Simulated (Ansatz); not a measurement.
# C7H4NO (cn): the cost of one run

Computed with Ansatz 0.2.0 (DFT PBE0, Gaussian basis def2-TZVPD, and further levels as typed in the inputs, unless a step's input says otherwise).

## (1) Starting point

Bond lengths: O1–C2 1.363 Å, C2–C3 1.391 Å, C3–C4 1.396 Å, C4–C5 1.399 Å, C5–C6 1.434 Å, C6–N7 1.161 Å, C5–C8 1.401 Å, C2–C9 1.392 Å, C8–C9 1.398 Å, C3–H10 1.087 Å, C4–H11 1.088 Å, C8–H12 1.089 Å, C9–H13 1.086 Å. Angles (14 of 19 angles, heavy atoms first): O1–C2–C3 117.6°, O1–C2–C9 121.4°, C3–C2–C9 120.9°, C2–C3–C4 119.7°, C3–C4–C5 120.0°, C4–C5–C6 120.1°, C4–C5–C8 119.8°, C6–C5–C8 120.1°, C5–C6–N7 179.8°, C5–C8–C9 120.2°, C2–C9–C8 119.4°, C2–C3–H10 120.0°, C4–C3–H10 120.3°, C3–C4–H11 119.4°.

Structure file:

```xyz
13

O     2.8122   -0.0843   -0.1775
C     1.4526   -0.0471   -0.0940
C     0.7397   -1.0644   -0.7196
C    -0.6553   -1.0692   -0.6616
C    -1.3302   -0.0529    0.0241
C    -2.7626   -0.0544    0.0858
N    -3.9221   -0.0520    0.1381
C    -0.6012    0.9663    0.6502
C     0.7953    0.9701    0.5915
H     1.2691   -1.8511   -1.2507
H    -1.2071   -1.8680   -1.1532
H    -1.1159    1.7617    1.1863
H     1.3467    1.7667    1.0817
```

## (2) Relaxing the atoms: C7H4NO (cn), charge -1

File input.yaml:

```yaml
crystal:
  periodic: [false, false, false]
  atoms:
    - { symbol: O, position_ang: [2.81216, -0.08433, -0.17753] }
    - { symbol: C, position_ang: [1.45263, -0.04714, -0.09402] }
    - { symbol: C, position_ang: [0.73966, -1.06438, -0.71956] }
    - { symbol: C, position_ang: [-0.65535, -1.06919, -0.6616] }
    - { symbol: C, position_ang: [-1.33017, -0.0529, 0.02406] }
    - { symbol: C, position_ang: [-2.76261, -0.05439, 0.0858] }
    - { symbol: "N", position_ang: [-3.92207, -0.05205, 0.13806] }
    - { symbol: C, position_ang: [-0.60119, 0.96632, 0.65019] }
    - { symbol: C, position_ang: [0.79525, 0.97009, 0.5915] }
    - { symbol: H, position_ang: [1.26914, -1.85112, -1.25066] }
    - { symbol: H, position_ang: [-1.20713, -1.86801, -1.15319] }
    - { symbol: H, position_ang: [-1.11594, 1.76174, 1.18625] }
    - { symbol: H, position_ang: [1.34666, 1.76673, 1.08169] }
total_charge: -1
basis:
  gaussian: { orbitals: def2-TZVPD }
hamiltonian:
  xc: pbe0
relax:
  f_tol: 0.004
  max_steps: 80
output:
  orbitals: {}
```

On the command line:

```console
$ ansatz run input.yaml --threads 8 --pin off --max-ram 24576MiB --backend cpu --events-out ev --progress --plain --runs-dir out
```

What time and memory should one allow on 8 threads of Intel Xeon 6975P-C (Granite Rapids), shared host?

About 38 s, with a peak of 1.8 GiB.
